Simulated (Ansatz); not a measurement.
A run of Ansatz 0.2.0 is set up as follows.

File input.yaml:

```yaml
crystal:
  lattice:
    - [3.901786, 0.0, 0.0]
    - [0.0, 4.809512, 0.0]
    - [0.0, 0.0, 2.78417]
  atoms:
    - { symbol: Cr, position: [0.0, 0.0, 0.0], spin: 1.5 }
    - { symbol: Cr, position: [0.5, 0.5, 0.5], spin: 1.5 }
    - { symbol: "N", position: [0.86617, 0.588775, 0.0] }
    - { symbol: "N", position: [0.13383, 0.411225, 0.0] }
    - { symbol: "N", position: [0.36617, 0.911225, 0.5] }
    - { symbol: "N", position: [0.63383, 0.088775, 0.5] }
hamiltonian:
  xc: pbesol
  pseudopotentials: { kind: paw }
magnetization:
  spin_polarized: true
  initial_magnetization: 3.0
  spin_locking: { lock_magnetization: hard }
kpoints:
  mp_grid: { grid: [6, 5, 8] }
scf:
  occupations: { method: fermi_dirac, width: 0.05 }
  lower_state_search: "off"
output:
  forces: true
  stress: true
  eigenvalues: true
```

Potentials or basis: Ansatz PAW.

Launch:

```sh
$ ansatz run input.yaml --threads 2 --pin off --max-ram 5632MiB --backend cpu --events-out ev --progress --plain --runs-dir out
```

Task: What does it give for the largest force?

Result: 0.039 eV/Å.

Task: Predict the pressure.

Result: -13.1 GPa.

Stress tensor (GPa, compression positive):
```
-10.94   0.00   0.00
  0.00 -15.19   0.00
  0.00   0.00 -13.20
```

Caveat: the pressure holds a Pulay correction of +0.8 GPa for the finite cutoff; the total moment is fixed, so each spin has its own Fermi level; only a ferromagnetic start was run, and an antiferromagnetic order may lie lower in energy; the PAW data sets come from PBE, with cores solved anew for the run's functional, which leaves a small shift of forces and pressure; the thresholds are loose for stress.
